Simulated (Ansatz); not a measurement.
Relaxation of a periodic cell of 33 atoms, Al₃₂H (host Al, host structure fcc, interstitial H), to a largest force component of 0.03 eV/Å in at most 60 steps.

Theory: DFT PBE, scalar-relativistic, plane waves, PAW in Ansatz. Settings: PAW set soft_1, cutoff 420 eV, k mesh 3x3x3, gaussian smearing 0.05 eV, no spin polarisation.

```xyz
33
Lattice="8.1000 0.0000 0.0000 0.0000 8.1000 0.0000 0.0000 0.0000 8.1000" Properties=species:S:1:pos:R:3
Al 4.050 0.000 0.000
Al 6.075 2.025 0.000
Al 6.075 0.000 2.025
Al 0.000 0.000 0.000
Al 2.025 2.025 0.000
Al 4.050 4.050 0.000
Al 6.075 6.075 0.000
Al 2.025 0.000 2.025
Al 4.050 2.025 2.025
Al 6.075 4.050 2.025
Al 4.050 0.000 4.050
Al 6.075 2.025 4.050
Al 6.075 0.000 6.075
Al 0.000 4.050 0.000
Al 2.025 6.075 0.000
Al 0.000 2.025 2.025
Al 2.025 4.050 2.025
Al 4.050 6.075 2.025
Al 0.000 0.000 4.050
Al 2.025 2.025 4.050
Al 4.050 4.050 4.050
Al 6.075 6.075 4.050
Al 2.025 0.000 6.075
Al 4.050 2.025 6.075
Al 6.075 4.050 6.075
Al 0.000 6.075 2.025
Al 0.000 4.050 4.050
Al 2.025 6.075 4.050
Al 0.000 2.025 6.075
Al 2.025 4.050 6.075
Al 4.050 6.075 6.075
Al 0.000 6.075 6.075
H 0.968 1.036 3.064
```

Q: Where does it end, and by what steps?

A: The forces met the threshold. Limits of this set-up: odd electron count without spin, a small cell, in which the defect meets its images. After 3 steps the energy has fallen by 0.316 eV; Al19 moved furthest, 0.13 Å.

```
step  energy less start (eV)  largest force component (eV/Å)  accepted
   0                  0.0000                           0.826       yes
   1                 -0.2984                           0.162       yes
   2                 -0.3152                           0.055       yes
   3                 -0.3163                           0.002       yes
```

```xyz
33
Lattice="8.1000 0.0000 0.0000 0.0000 8.1000 0.0000 0.0000 0.0000 8.1000" Properties=species:S:1:pos:R:3
Al 4.066 -0.004 -0.017
Al 6.056 2.030 -0.017
Al 6.081 0.004 2.029
Al 0.002 0.004 0.008
Al 2.020 2.022 0.008
Al 4.045 4.048 0.004
Al 6.077 6.079 0.004
Al 2.097 -0.072 1.953
Al 4.041 2.022 2.029
Al 6.056 4.068 2.021
Al 4.041 0.004 4.047
Al 6.081 2.022 4.047
Al 6.056 -0.004 6.093
Al -0.006 4.068 -0.017
Al 2.028 6.058 -0.016
Al -0.075 2.100 1.952
Al 2.020 4.043 2.029
Al 4.066 6.058 2.021
Al -0.075 -0.074 4.125
Al 2.098 2.099 4.124
Al 4.066 4.068 4.055
Al 6.056 6.058 4.055
Al 2.020 0.004 6.069
Al 4.066 2.030 6.093
Al 6.077 4.047 6.072
Al 0.002 6.083 2.029
Al 0.002 4.043 4.047
Al 2.020 6.083 4.047
Al 0.002 2.022 6.068
Al 2.028 4.068 6.093
Al 4.045 6.079 6.073
Al -0.006 6.058 6.093
H 1.010 1.014 3.039
```

Whether the end is a true minimum wasn't checked by a vibrational analysis.

Time of the run: 40 s on 4 threads of Arm Neoverse V2 (shared host), peak memory 1.3 GiB.
